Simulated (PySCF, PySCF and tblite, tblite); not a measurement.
# C2H7GeN: a path driven as rotation about a bond, and NMR exchange

Aim: the barrier and rate of rotation about a bond in C2H7GeN (`C/C=[N]/[GeH3]`), and what it does to NMR lines.

Programs: PySCF 2.14.0 with density-fitted response routines of our own, and tblite 0.8.0. All values are computed, except where a source is named. Atoms count from 0 throughout.

## 1. The molecule as given

11 atoms, charge 0, multiplicity 1; geometry from: force field or distance geometry start.

Bonds of the start (Å): C0–C1 1.48, C0–H4 1.11, C0–H5 1.11, C0–H6 1.11, C1–H7 1.10, C1–N2 1.28, Ge3–H10 1.56, Ge3–H8 1.56, Ge3–H9 1.54, N2–Ge3 1.84.

## 2. GFN2-xTB relaxation, start minimum

What the job is given:

```
{"job": {"xc": "GFN2-xTB", "basis": "xTB", "kind": "relax"}, "charge": 0, "multiplicity": 1}
C     -2.040900    -0.070000    -0.157200
C     -0.586800    -0.297600    -0.006600
N      0.272000     0.583000    -0.375500
Ge     2.086500     0.327500    -0.201000
H     -2.247600     0.921000    -0.613700
H     -2.486200    -0.861600    -0.803100
H     -2.537200    -0.098900     0.835900
H     -0.236800    -1.230000     0.450800
H      2.513100    -0.944400    -0.988200
H      2.843600     1.554300    -0.733500
H      2.425800     0.119500     1.304700
```

Launch:

```
> OMP_NUM_THREADS=1 python ens_run.py task.json out
```

The driver reads the study from task.json and runs its stages one after another.

The program printed:

```text
step      E/eV     max force
  0    -344.49032    1.833
  1    -344.54004    1.514
  2    -344.57667    0.466
  3    -344.60186    0.363
  4    -344.61237    0.336
  5    -344.61788    0.190
  6    -344.62074    0.128
  7    -344.62259    0.181
  8    -344.62497    0.183
  9    -344.62702    0.182
 10    -344.62838    0.102
 11    -344.62942    0.103
 12    -344.63091    0.151
 13    -344.63298    0.185
 14    -344.63516    0.156
 15    -344.63681    0.092
 16    -344.63803    0.107
 17    -344.63931    0.127
 18    -344.64097    0.160
 19    -344.64262    0.142
 20    -344.64403    0.119
 21    -344.64548    0.110
 22    -344.64714    0.155
 23    -344.64866    0.135
 24    -344.64960    0.117
 25    -344.65011    0.076
 26    -344.65048    0.068
 27    -344.65087    0.069
 28    -344.65122    0.052
 29    -344.65148    0.046
 30    -344.65167    0.035
 31    -344.65180    0.034
 32    -344.65186    0.020
 33    -344.65189    0.018
 34    -344.65191    0.016
 35    -344.65194    0.020
 36    -344.65197    0.015
 37    -344.65199    0.010
 38    -344.65200    0.009
 39    -344.65201    0.011
 40    -344.65201    0.010
 41    -344.65202    0.006
 42    -344.65202    0.004
 43    -344.65202    0.002
 44    -344.63843    0.883
 45    -344.65760    0.483
 46    -344.66393    0.441
 47    -344.66829    0.212
 48    -344.67092    0.146
 49    -344.67159    0.093
 50    -344.67208    0.064
 51    -344.67233    0.069
 52    -344.67274    0.068
 53    -344.67307    0.065
 54    -344.67339    0.051
 55    -344.67378    0.091
 56    -344.67451    0.134
 57    -344.67586    0.165
 58    -344.67818    0.226
 59    -344.68154    0.256
 60    -344.68616    0.222
 61    -344.69239    0.219
 62    -344.69757    0.224
 63    -344.70156    0.210
 64    -344.70108    0.346
 65    -344.70422    0.105
 66    -344.70504    0.088
 67    -344.70818    0.124
 68    -344.70910    0.105
 69    -344.71024    0.083
 70    -344.71097    0.078
 71    -344.71169    0.061
 72    -344.71205    0.061
 73    -344.71235    0.056
 74    -344.71273    0.061
 75    -344.71335    0.095
 76    -344.71405    0.094
 77    -344.71453    0.059
 78    -344.71481    0.062
 79    -344.71514    0.068
 80    -344.71576    0.106
 81    -344.71678    0.141
 82    -344.71798    0.121
 83    -344.71883    0.066
 84    -344.71935    0.063
 85    -344.71981    0.067
 86    -344.72033    0.074
 87    -344.72077    0.045
 88    -344.72099    0.041
 89    -344.72113    0.035
 90    -344.72128    0.047
 91    -344.72146    0.046
 92    -344.72162    0.025
 93    -344.72170    0.027
 94    -344.72175    0.026
 95    -344.72187    0.032
 96    -344.72210    0.047
 97    -344.72247    0.066
 98    -344.72291    0.076
 99    -344.72333    0.078
100    -344.72369    0.065
101    -344.72410    0.055
102    -344.72459    0.063
103    -344.72500    0.054
104    -344.72525    0.066
105    -344.72543    0.027
106    -344.72551    0.021
107    -344.72557    0.018
108    -344.72561    0.013
109    -344.72562    0.008
110    -344.72563    0.005
111    -344.72563    0.005
112    -344.72564    0.007
113    -344.72564    0.005
114    -344.72565    0.003
115    -344.72565    0.003
```

Wall time 0.16 s (1 thread of Intel Xeon 6975P-C, shared host).

Relaxing gained 0.235 eV and moved the atoms by 0.56 Å on average (rms).

## 3. Relaxed scan, rotation

What the job is given:

```
{"job": {"xc": "GFN2-xTB", "basis": "xTB", "coordinate": [["t", [0, 1, 2, 3], 0.5], ["t", [7, 1, 2, 3], 0.5]], "kind": "drive"}, "charge": 0, "multiplicity": 1}
C     -2.031912    -0.072493    -0.232468
C     -0.610853    -0.261519     0.173130
N      0.331778     0.286013    -0.447623
Ge     2.124446     0.254433    -0.208795
H     -2.095716     0.577833    -1.099972
H     -2.477463    -1.039075    -0.463691
H     -2.592874     0.360969     0.594404
H     -0.471409    -0.912114     1.048946
H      2.672227    -0.257924    -1.496536
H      2.510393     1.682434    -0.027506
H      2.648644    -0.570098     0.938031
```

The program printed:

```text
point  coordinate     E/eV
  0    104.500     -344.69880
  1    119.200     -344.62902
  2    134.300     -344.53926
  3    149.900     -344.49405
  4    165.000     -344.48990
  5    181.800     -344.48745
  6    195.000     -344.48475
  7    210.200     -344.48930
  8    225.900     -344.55660
  9    240.800     -344.65754
 10    255.400     -344.72595
 11    270.000     -344.74909
```

Wall time 1.5 s (1 thread of Intel Xeon 6975P-C, shared host).

The highest point is number 6, 4.9 kcal/mol above the first.

## 4. Nudged elastic band, leg 1

The job, as its differences from that of step 3:

```diff
@@ -1,2 +1,2 @@
-{"job": {"xc": "GFN2-xTB", "basis": "xTB", "coordinate": [["t", [0, 1, 2, 3], 0.5], ["t", [7, 1, 2, 3], 0.5]], "kind": "drive"}, "charge": 0, "multiplicity": 1}
+{"job": {"xc": "GFN2-xTB", "basis": "xTB", "kind": "neb"}, "charge": 0, "multiplicity": 1}
 C     -2.031912    -0.072493    -0.232468
```

The program printed:

```text
image   E - E0 / eV
  0       0.0000
  1       0.0299
  2       0.1298
  3       0.2384
  4       0.0599
  5      -0.0066
  6      -0.0256
```

Wall time 2 s (1 thread of Intel Xeon 6975P-C, shared host).

The highest point is number 3, 5.5 kcal/mol above the first.

## 5. Saddle search, leg 1

What the job is given:

```
{"job": {"xc": "GFN2-xTB", "basis": "xTB", "kind": "saddle"}, "charge": 0, "multiplicity": 1}
C     -1.901465    -0.006669    -0.200713
C     -0.708874    -0.472089     0.574510
N      0.471942    -0.181524     0.313178
Ge     2.097473     0.275633    -0.144506
H     -1.600227     0.645180    -1.016357
H     -2.431733    -0.871047    -0.598032
H     -2.583017     0.522829     0.463220
H     -0.958233    -1.119759     1.429208
H      2.320082    -0.227727    -1.535164
H      2.174452     1.767105    -0.068681
H      3.119599    -0.331934     0.783337
```

The program printed:

```text
step      E/eV     max force
  0    -344.48728   0.0474
  1    -344.48750   0.0116
  2    -344.48750   0.0024
  3    -344.45677   0.4883
  4    -344.48670   0.0968
  5    -344.48768   0.0197
  6    -344.48774   0.0054
  7    -344.48778   0.0315
  8    -344.48783   0.0104
  9    -344.48784   0.0030
lowest wavenumbers (cm-1): -195.1 49.8 126.4 204.8 366.8 527.9
```

Wall time 1.1 s (1 thread of Intel Xeon 6975P-C, shared host); peak memory 0.2 GiB.

Point group C1; 1 imaginary mode, 195i cm⁻¹, carried by N2, C0. Steps downhill from it reached both ends.

At the saddle the angle C1–N2–Ge3 (178°) is nearly straight.

## 6. Shieldings, start: PBE0/pcSseg-1

What the job is given:

```
{"job": {"kind": "nmr", "xc": "PBE0", "basis": "pcSseg-1", "pop": false}, "charge": 0, "multiplicity": 1}
C     -2.031912    -0.072493    -0.232468
C     -0.610853    -0.261519     0.173130
N      0.331778     0.286013    -0.447623
Ge     2.124446     0.254433    -0.208795
H     -2.095716     0.577833    -1.099972
H     -2.477463    -1.039075    -0.463691
H     -2.592874     0.360969     0.594404
H     -0.471409    -0.912114     1.048946
H      2.672227    -0.257924    -1.496536
H      2.510393     1.682434    -0.027506
H      2.648644    -0.570098     0.938031
```

The program printed:

```text
coarse grid: 40200 points
cycle   1  E = -2211.4103200356  dE = -3.564e-01  |g| = 9.255e-01  |ddm| = 2.989e+00
cycle   2  E = -2211.3169750946  dE =  9.334e-02  |g| = 1.093e+00  |ddm| = 1.236e+00
cycle   3  E = -2211.4725171697  dE = -1.555e-01  |g| = 2.686e-01  |ddm| = 9.513e-01
cycle   4  E = -2211.4871209655  dE = -1.460e-02  |g| = 7.110e-02  |ddm| = 2.229e-01
cycle   5  E = -2211.4879455663  dE = -8.246e-04  |g| = 1.065e-02  |ddm| = 5.670e-02
cycle   6  E = -2211.4879726910  dE = -2.712e-05  |g| = 3.329e-03  |ddm| = 1.162e-02
cycle   7  E = -2211.4879753070  dE = -2.616e-06  |g| = 4.681e-04  |ddm| = 2.980e-03
final grid: 84056 points
cycle   8  E = -2211.4879725922  dE =  6.631e-08  |g| = 7.945e-04  |ddm| = 1.500e-03
cycle   9  E = -2211.4879722422  dE =  3.500e-07  |g| = 1.517e-03  |ddm| = 1.769e-03
cycle  10  E = -2211.4879727262  dE = -4.839e-07  |g| = 1.364e-04  |ddm| = 1.126e-03
cycle  11  E = -2211.4879727290  dE = -2.838e-09  |g| = 1.558e-05  |ddm| = 9.140e-05
cycle  12  E = -2211.4879727291  dE = -6.639e-11  |g| = 2.012e-06  |ddm| = 2.131e-05
converged SCF energy = -2211.4879727291

GIAO shielding tensors (ppm)
atom      isotropic    diamagn.    paramagn.     s11        s22        s33       span
  0 C      153.533     249.858     -96.325    135.230    137.228    188.141     52.911
  1 C        7.955     254.069    -246.114    -92.080     -3.629    119.574    211.654
  2 N     -111.694     331.902    -443.596   -466.397   -131.702    263.017    729.414
  3 Ge    1487.204    2756.145   -1268.941   1352.854   1455.934   1652.823    299.969
  4 H       29.514      29.737      -0.223     26.614     28.626     33.303      6.689
  5 H       29.504      28.808       0.696     27.255     27.635     33.622      6.367
  6 H       29.504      28.939       0.565     27.256     27.634     33.622      6.365
  7 H       22.889      31.901      -9.011     20.433     22.862     25.373      4.941
  8 H       27.139      29.073      -1.934     21.041     22.541     37.835     16.794
  9 H       27.139      29.131      -1.991     21.041     22.541     37.834     16.793
 10 H       27.030      28.945      -1.915     21.179     22.002     37.909     16.730
```

Run time: 6.9 s. Hardware: 1 thread of Intel Xeon 6975P-C, shared host; peak memory 0.58 GiB.

In short: HOMO -6.73 eV, LUMO -0.23 eV; dipole 1.57 D.

## 7. Shieldings, saddle of leg 1: PBE0/pcSseg-1

What the job is given:

```
{"job": {"kind": "nmr", "xc": "PBE0", "basis": "pcSseg-1", "pop": false}, "charge": 0, "multiplicity": 1}
C     -1.907411     0.018550    -0.177607
C     -0.705806    -0.495292     0.552018
N      0.470446    -0.197385     0.281244
Ge     2.099392     0.279915    -0.140649
H     -1.610885     0.700858    -0.969818
H     -2.459651    -0.818914    -0.601493
H     -2.566417     0.529708     0.522653
H     -0.943585    -1.186873     1.375193
H      2.408662    -0.448109    -1.405697
H      2.125219     1.767836    -0.328011
H      3.082683    -0.099508     0.937573
```

The program printed:

```text
coarse grid: 40200 points
cycle   1  E = -2211.3885170422  dE = -2.916e-01  |g| = 9.424e-01  |ddm| = 3.009e+00
cycle   2  E = -2211.2986695869  dE =  8.985e-02  |g| = 1.102e+00  |ddm| = 1.258e+00
cycle   3  E = -2211.4557298212  dE = -1.571e-01  |g| = 2.598e-01  |ddm| = 9.883e-01
cycle   4  E = -2211.4692130205  dE = -1.348e-02  |g| = 6.839e-02  |ddm| = 2.327e-01
cycle   5  E = -2211.4699633983  dE = -7.504e-04  |g| = 1.030e-02  |ddm| = 5.419e-02
cycle   6  E = -2211.4699887118  dE = -2.531e-05  |g| = 3.112e-03  |ddm| = 1.052e-02
cycle   7  E = -2211.4699909627  dE = -2.251e-06  |g| = 3.918e-04  |ddm| = 2.608e-03
final grid: 84056 points
cycle   8  E = -2211.4699718471  dE =  4.388e-08  |g| = 6.596e-04  |ddm| = 1.344e-03
cycle   9  E = -2211.4699716013  dE =  2.458e-07  |g| = 1.270e-03  |ddm| = 1.553e-03
cycle  10  E = -2211.4699719416  dE = -3.404e-07  |g| = 9.236e-05  |ddm| = 9.946e-04
cycle  11  E = -2211.4699719429  dE = -1.295e-09  |g| = 1.314e-05  |ddm| = 6.157e-05
cycle  12  E = -2211.4699719430  dE = -4.547e-11  |g| = 1.892e-06  |ddm| = 1.788e-05
converged SCF energy = -2211.4699719430

GIAO shielding tensors (ppm)
atom      isotropic    diamagn.    paramagn.     s11        s22        s33       span
  0 C      150.850     251.972    -101.121    130.878    132.866    188.807     57.929
  1 C       13.071     252.361    -239.290    -78.520     -6.962    124.695    203.215
  2 N     -120.486     334.133    -454.619   -591.069   -111.656    341.268    932.336
  3 Ge    1510.385    2756.508   -1246.123   1392.243   1506.336   1632.575    240.332
  4 H       30.017      31.344      -1.327     27.118     29.743     33.189      6.071
  5 H       29.474      29.389       0.085     27.421     27.825     33.175      5.754
  6 H       29.486      29.370       0.116     27.416     27.828     33.214      5.798
  7 H       22.341      30.061      -7.720     19.417     22.672     24.936      5.519
  8 H       26.573      29.057      -2.484     20.364     22.530     36.825     16.461
  9 H       26.298      28.972      -2.673     19.457     22.465     36.973     17.515
 10 H       26.150      28.253      -2.103     19.248     21.613     37.590     18.342
```

Wall time 6.6 s (1 thread of Intel Xeon 6975P-C, shared host); peak memory 0.64 GiB.

Key values: HOMO -5.97 eV, LUMO -0.34 eV; dipole 1.06 D.

## 8. Shieldings, end: PBE0/pcSseg-1

What the job is given:

```
{"job": {"kind": "nmr", "xc": "PBE0", "basis": "pcSseg-1", "pop": false}, "charge": 0, "multiplicity": 1}
C     -1.575629    -0.316391    -0.430831
C     -0.764522    -0.004933     0.783677
N      0.464246     0.222534     0.860782
Ge     1.837709     0.303177    -0.310449
H     -0.949307    -0.329798    -1.320582
H     -2.057299    -1.285423    -0.307627
H     -2.359263     0.431127    -0.546255
H     -1.338982     0.022602     1.714545
H      1.594738     0.057488    -1.780204
H      2.382944     1.677496    -0.125720
H      2.804331    -0.707817     0.203240
```

The program printed:

```text
coarse grid: 40200 points
cycle   1  E = -2211.4086600682  dE = -3.488e-01  |g| = 9.222e-01  |ddm| = 2.989e+00
cycle   2  E = -2211.3244166690  dE =  8.424e-02  |g| = 1.073e+00  |ddm| = 1.177e+00
cycle   3  E = -2211.4699596710  dE = -1.455e-01  |g| = 2.627e-01  |ddm| = 8.955e-01
cycle   4  E = -2211.4838789169  dE = -1.392e-02  |g| = 7.067e-02  |ddm| = 2.206e-01
cycle   5  E = -2211.4846995934  dE = -8.207e-04  |g| = 1.046e-02  |ddm| = 5.871e-02
cycle   6  E = -2211.4847249255  dE = -2.533e-05  |g| = 3.358e-03  |ddm| = 1.091e-02
cycle   7  E = -2211.4847275998  dE = -2.674e-06  |g| = 4.340e-04  |ddm| = 2.993e-03
final grid: 84056 points
cycle   8  E = -2211.4847230488  dE =  3.705e-08  |g| = 6.948e-04  |ddm| = 1.280e-03
cycle   9  E = -2211.4847227625  dE =  2.863e-07  |g| = 1.355e-03  |ddm| = 1.642e-03
cycle  10  E = -2211.4847231545  dE = -3.920e-07  |g| = 1.016e-04  |ddm| = 1.019e-03
cycle  11  E = -2211.4847231560  dE = -1.475e-09  |g| = 1.448e-05  |ddm| = 6.850e-05
cycle  12  E = -2211.4847231560  dE = -5.184e-11  |g| = 2.144e-06  |ddm| = 1.810e-05
converged SCF energy = -2211.4847231560

GIAO shielding tensors (ppm)
atom      isotropic    diamagn.    paramagn.     s11        s22        s33       span
  0 C      157.400     252.914     -95.514    136.180    148.787    187.233     51.053
  1 C        8.420     251.975    -243.555    -98.069      0.420    122.908    220.977
  2 N     -110.927     332.533    -443.460   -474.510   -127.484    269.214    743.724
  3 Ge    1522.501    2756.580   -1234.079   1443.653   1468.187   1655.662    212.009
  4 H       29.724      32.074      -2.350     25.493     31.124     32.553      7.060
  5 H       29.707      29.703       0.004     27.270     27.561     34.291      7.021
  6 H       29.708      29.657       0.050     27.269     27.562     34.292      7.023
  7 H       22.716      29.759      -7.043     19.842     23.157     25.150      5.308
  8 H       26.565      29.240      -2.674     19.857     22.607     37.232     17.375
  9 H       27.155      29.127      -1.972     21.076     22.254     38.136     17.060
 10 H       27.154      29.145      -1.991     21.077     22.253     38.133     17.056
```

Run time: 6.6 s. Hardware: 1 thread of Intel Xeon 6975P-C, shared host; peak memory 0.65 GiB.

In short: HOMO -6.63 eV, LUMO -0.23 eV; dipole 1.98 D.

## 9. Kinetics and line shapes

What the job is given:

```
{"job": {"smiles": "CC=[N][GeH3]", "charge": 0, "mult": 1, "motion": "rotation", "what": "imine", "atoms": [1, 2], "drives": [{"terms": [["t", [0, 1, 2, 3], 0.5], ["t", [7, 1, 2, 3], 0.5]], "by": 180, "n": 12}], "study": "path", "level": {"kind": "nmr", "xc": "PBE0", "basis": "pcSseg-1"}, "fields": [200, 500, 700], "first": 5, "seed": 74, "kind": "path"}, "charge": 0, "multiplicity": 1}
C     -2.031912    -0.072493    -0.232468
C     -0.610853    -0.261519     0.173130
N      0.331778     0.286013    -0.447623
Ge     2.124446     0.254433    -0.208795
H     -2.095716     0.577833    -1.099972
H     -2.477463    -1.039075    -0.463691
H     -2.592874     0.360969     0.594404
H     -0.471409    -0.912114     1.048946
H      2.672227    -0.257924    -1.496536
H      2.510393     1.682434    -0.027506
H      2.648644    -0.570098     0.938031
```

The program printed:

```text
stationary points (kcal/mol above the start)
  n  kind          group   xTB      DFT    lowest mode
  0  minimum      Cs       0.00     0.00     128.3
  1  saddle       C1       5.48    11.31    -195.1
  2  minimum      Cs      -0.59     1.78      90.2

GFN2-xTB energies: T/K, barrier G, reaction G (kcal/mol), k forward, k back (1/s)
 150.00     4.85    -0.47   2.65e+05   5.48e+04
 200.00     4.90    -0.46   1.85e+07   5.79e+06
 250.00     4.97    -0.44   2.35e+08   9.64e+07
 298.15     5.06    -0.42   1.21e+09   5.98e+08
 350.00     5.18    -0.39   4.25e+09   2.44e+09
 400.00     5.31    -0.35   1.04e+10   6.72e+09
 500.00     5.62    -0.27   3.65e+10   2.78e+10

PBE0/pcSseg-1 + D3(BJ) energies: T/K, barrier G, reaction G (kcal/mol), k forward, k back (1/s)
 150.00    10.68     1.91   0.000867      0.517
 200.00    10.72     1.91       8.01        986
 250.00    10.79     1.93   1.91e+03   9.31e+04
 298.15    10.89     1.96   6.52e+04   1.77e+06
 350.00    11.00     1.99   9.81e+05   1.71e+07
 400.00    11.14     2.02   6.87e+06   8.77e+07
 500.00    11.44     2.10   1.04e+08   8.65e+08
```

Wall time 26 s (1 thread of Intel Xeon 6975P-C, shared host); peak memory 0.65 GiB. This counts the whole study up to here.

Barriers by level (kcal/mol; entropies in cal/(mol K)). Zero-point and thermal terms come from xTB in every row. ΔG‡ leaves symmetry out; the rate counts one path; effective ΔG‡, where given, is the barrier that would give that rate by Eyring's equation alone:

```csv
level,ΔE‡,with zero-point,ΔH‡,ΔS‡,ΔG‡ (298 K),ΔE of reaction,k at 298 K (1/s),effective ΔG‡
GFN2-xTB,5.48,4.91,4.63,-1.5,5.06,-0.59,1.2e+09,5.06
PBE0/pcSseg-1 + D3(BJ),11.31,10.74,10.45,-1.5,10.89,1.78,6.5e+04,10.89
```

Sites that the driver pairs across this motion, and where their lines would merge (no couplings; faster rotations or exchange between molecules can average them sooner):

```csv
nucleus,sites: shielding (ppm),proton frequency (MHz),spread (Hz),coalescence (K),lines at 298 K
¹³C,C0: 153.5; C0 (end): 157.4,700,681,not given,–
¹H,"H4, H5, H6: 29.51; H4, H5, H6 (end): 29.71",700,144,not given,–
¹H,H7: 22.89; H7 (end): 22.72,700,121,not given,–
¹H,"H8, H9, H10: 27.10; H8, H9, H10 (end): 26.96",700,101,not given,–
¹³C,C1: 8.0; C1 (end): 8.4,700,82,not given,–
¹⁵N,N2: -111.7; N2 (end): -110.9,700,54,not given,–
```

A dash: the driver gave no coalescence for this row (it judged the minor form too scarce).

Rows that set an atom against itself at the end compare its shielding in the two forms.

## 10. Results

| quantity | value |
| --- | --- |
| barrier (PBE0/pcSseg-1 + D3(BJ)) | ΔE‡ 11.3, ΔG‡(298 K) 10.9 kcal/mol |
| barrier (GFN2-xTB) | ΔE‡ 5.5 kcal/mol |
| rate at 298 K | 6.5e+04 s⁻¹ |
| end of the path | 1.8 kcal/mol from the start |

What this shows: The saddle has a nearly straight angle, C1–N2–Ge3 (178°), which it lacks at the start: the motion passes through an in-plane inversion or a T-shaped form rather than a plain rotation or pyramidal inversion. DFT puts the top 11.3 kcal/mol above the start (xTB: 5.5); the rate from the DFT barrier is 6.5e+04 s⁻¹ at 298 K. An error of 1.4 kcal/mol changes that rate tenfold.
